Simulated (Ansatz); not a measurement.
# GdO in Ansatz: the effect of functional

The system is GdO.

```xyz
2
Lattice="0.0000 2.6819 2.6819 2.6819 0.0000 2.6819 2.6819 2.6819 0.0000" Properties=species:S:1:pos:R:3 pbc="T T T"
Gd    0.0000    0.0000    0.0000
O     4.0228    4.0228    4.0228
```

The cell isn't the ideal one: volume scaled by 0.98.

Alike in all runs:

* Program: Ansatz 0.2.0
* Task: single point
* Potentials or basis: Ansatz PAW
* k mesh: 9 × 9 × 9
* Occupations: fermi-dirac, width 0.05 eV
* Spin: collinear spin, ferromagnetic start
* Starting moments: [7.0, 0.0] μB

Task: One run gave: pressure -0.2 GPa; moment 7.94 μB. Which functional did it use?
A. LDA
B. PBEsol
C. r2SCAN

Result: C.

| functional | cutoff | pressure (GPa) | moment (μB) |
| --- | --- | --- | --- |
| LDA | 420 eV (not typed: the program's choice for these potentials) | -6.2 | 6.98 |
| PBEsol | 420 eV (not typed: the program's choice for these potentials) | -2.8 | 7.51 |
| r2SCAN | 500 eV (not typed: the program's choice for these potentials) | -0.2 | 7.94 |

Caveats: a cell with one magnetic atom can't hold antiferromagnetic order, which such compounds often take; the PAW data sets come from PBE, with cores solved anew for the run's functional, which leaves a small shift of forces and pressure; the magnetic or orbital state may not be the lowest (some runs).

Runs at the PBE level aren't shown here.
